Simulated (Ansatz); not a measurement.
**Ga4AsP3: the band gap up the ladder of functionals**

An exercise on one series of results from a longer session: the logs are not shown, and one member is left open.

The runs shown are made with Ansatz 0.2.0. PAW datasets, plane waves. All values are calculated for a non-magnetic cell, which may be hypothetical.

## The cell

The cell was relaxed beforehand with r2SCAN.

It is orthorhombic, Amm2 (No. 38); a = 3.894 Å, b = 7.785 Å, c = 11.003 Å in the conventional setting, 20.85 Å³ an atom. Near P stand 4 Ga at 2.37–2.38 Å; near P stand 4 Ga at 2.36–2.38 Å; near As stand 4 Ga at 2.41–2.43 Å; near Ga stand 4 P at 2.38 Å; near Ga stand 3 P at 2.37 Å and 1 As at 2.43 Å.

Structure file:

Space group Amm2 (No. 38). a = 3.894 Å, b = 7.785 Å, c = 11.003 Å, α = 90.00°, β = 90.00°, γ = 90.00°
```tsv
atom	site	symmetry	x	y	z
P	2a	mm2	0.0000	0.5000	0.5000
P	4e	m..	0.5000	0.7499	0.2500
As	2a	mm2	0.0000	0.5000	0.0001
Ga	2b	mm2	0.5000	0.5000	0.3753
Ga	4d	m..	0.0000	0.7548	0.1271
Ga	2b	mm2	0.5000	0.5000	0.8704
```

The first run:

File input.yaml:

```yaml
crystal:
  lattice:
    - [3.8937926565, 0.0, 0.0]
    - [0.0, 3.8926836526, 5.5015904658]
    - [0.0, -3.8926836526, 5.5015904658]
  atoms:
    - { symbol: P, position: [0.0, -6.1778e-06, -6.1778e-06] }
    - { symbol: P, position: [0.5, -0.0001772839, 0.5000994669] }
    - { symbol: P, position: [0.5, 0.5000994669, -0.0001772839] }
    - { symbol: As, position: [0.0, 0.5001404135, 0.5001404135] }
    - { symbol: Ga, position: [0.5, 0.8753388216, 0.8753388216] }
    - { symbol: Ga, position: [0.0, 0.8818802079, 0.372344804] }
    - { symbol: Ga, position: [0.0, 0.372344804, 0.8818802079] }
    - { symbol: Ga, position: [0.5, 0.3703797478, 0.3703797478] }
kpoints:
  mp_grid: { grid: [6, 4, 4] }
  band_path:
    path:
      - [[0.0, 0.0, 0.0], [0.0, 0.5, 0.5], [0.0, 0.6248411068462, 0.3751588931538]]
      - [[0.0, 0.3751588931538, -0.3751588931538], [0.0, 0.0, 0.0], [0.5, 0.0, 0.0], [0.5, 0.3751588931538, -0.3751588931538]]
      - [[0.5, 0.6248411068462, 0.3751588931538], [0.5, 0.5, 0.5], [0.0, 0.5, 0.5]]
      - [[0.0, 0.0, 0.0], [0.0, 0.5, -1.535011610725e-17], [0.5, 0.5, -1.535011610725e-17], [0.5, 0.0, 0.0], [0.5, 0.5, 0.5]]
    npoints: 10
hamiltonian:
  xc: pbe
scf:
  occupations: { method: fermi_dirac, width: 0.02 }
  n_extra_bands: 6
output:
  forces: true
  stress: true
  eigenvalues: true
```

On the command line:

```console
$ ansatz run input.yaml --threads 4 --pin off --max-ram 6451MiB --backend cpu --events-out ev --progress --plain --runs-dir out
```

Among the steps run: Band structure with PBE; r2SCAN at the same geometry; HSE06 at the same geometry; PBE+SOC; PBE0.

One of the session's tables, all rows but one given; the rest of the session is left out.

| level | gap (eV) |
| --- | --- |
| PBE | 1.32 |
| r2SCAN | ? |
| HSE06 | 2.04 |
| PBE+SOC | 1.27 |
| PBE0 | 2.71 |

Estimate the missing values for r2SCAN.

**Answer.** gap (eV): 1.67. In the column «gap (eV)» it lies between PBE (1.32) and HSE06 (2.04).

Meshes: PBE 6×4×4, r2SCAN 6×4×4, HSE06 4×2×2, PBE+SOC 6×4×4, PBE0 4×2×2

The gap runs from 1.27 eV (PBE+SOC) to 2.71 eV (PBE0). Against HSE06, PBE is short by 0.72 eV, at 65 % of it, and r2SCAN 82 %. PBE0 lies 0.67 eV above HSE06, which differs from it by screening the long-range exchange. The levels disagree on whether the gap is direct.

Limits of these values: Warnings in the runs' records: stress scf threshold loose, stress exchange threshold loose.
